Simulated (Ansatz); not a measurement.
# Sr2PrF3: the cost of one run

Computed with Ansatz 0.2.0 (DFT PBE, scalar-relativistic, plane waves, PAW; 4f electrons in the core of a trivalent norm-conserving potential, unless a step's input says otherwise).

## Step 1: The system as given

The structure is tetragonal, space group P4/mmm (No. 123). The conventional cell has a = 3.472 Å, b = 3.472 Å, c = 12.920 Å, α = 90.00°, β = 90.00°, γ = 90.00°. Around Sr (site symmetry 4mm) lie 4 Pr at 2.99 Å and 5 Sr at 3.41 to 3.47 Å and 4 F at 3.60 Å. Pr (site symmetry 4/mmm) has 8 Sr at 2.99 Å in its first shell of neighbours. Around F (site symmetry 4mm) lie 8 F at 3.25 to 3.47 Å and 4 Sr at 3.60 Å. F (site symmetry 4/mmm) has 12 F at 3.25 to 3.47 Å in its first shell of neighbours.

As a file:

```
Sr Pr F
1.0
     3.47197    0.00000    0.00000
     0.00000    3.47197    0.00000
     0.00000    0.00000   12.91991
Sr Pr F
2 1 3
Cartesian
  1.7360 1.7360 11.2163
  1.7360 1.7360 1.7036
  0.0000 0.0000 0.0000
  0.0000 0.0000 8.5887
  0.0000 0.0000 4.3312
  1.7360 1.7360 6.4600
```

The cell is invented: species swapped into a database cell of Er2Mg3Ru (P4/mmm, No. 123), with Sr on the Er sites, F on the Mg sites and Pr on the Ru sites. Lengths come from tabulated atomic sizes and are only a guess.

## Step 2: A first look at the guess

Contents of input.yaml:

```yaml
crystal:
  lattice:
    - [3.47197382, 0.0, 0.0]
    - [0.0, 3.47197382, 0.0]
    - [0.0, 0.0, 12.91990752]
  atoms:
    - { symbol: Sr, position: [0.5, 0.5, 0.868141] }
    - { symbol: Sr, position: [0.5, 0.5, 0.131859] }
    - { symbol: Pr, position: [0.0, 0.0, 0.0] }
    - { symbol: F, position: [0.0, 0.0, 0.66476798] }
    - { symbol: F, position: [0.0, 0.0, 0.33523202] }
    - { symbol: F, position: [0.5, 0.5, 0.5] }
basis:
  ecutwfc: 660
kpoints:
  mp_grid: { grid: [6, 6, 2] }
hamiltonian:
  xc: pbe
  pseudopotentials:
    kind: paw
    azcp: { Pr: "pseudopotentials/pbe/nc/lanthanide_3plus/Pr.nc.azcp" }
scf:
  occupations: { method: gaussian, width: 0.1 }
  lower_state_search: "off"
output:
  forces: true
  stress: true
  eigenvalues: true
```

Started as:

```sh
> ansatz run input.yaml --threads 1 --pin off --max-ram 2560MiB --backend cpu --events-out ev --progress --plain --runs-dir out
```

Q: Estimate wall time and peak memory on 1 thread of Arm Neoverse V1, shared host.

About 51 s, with a peak of 0.49 GiB.
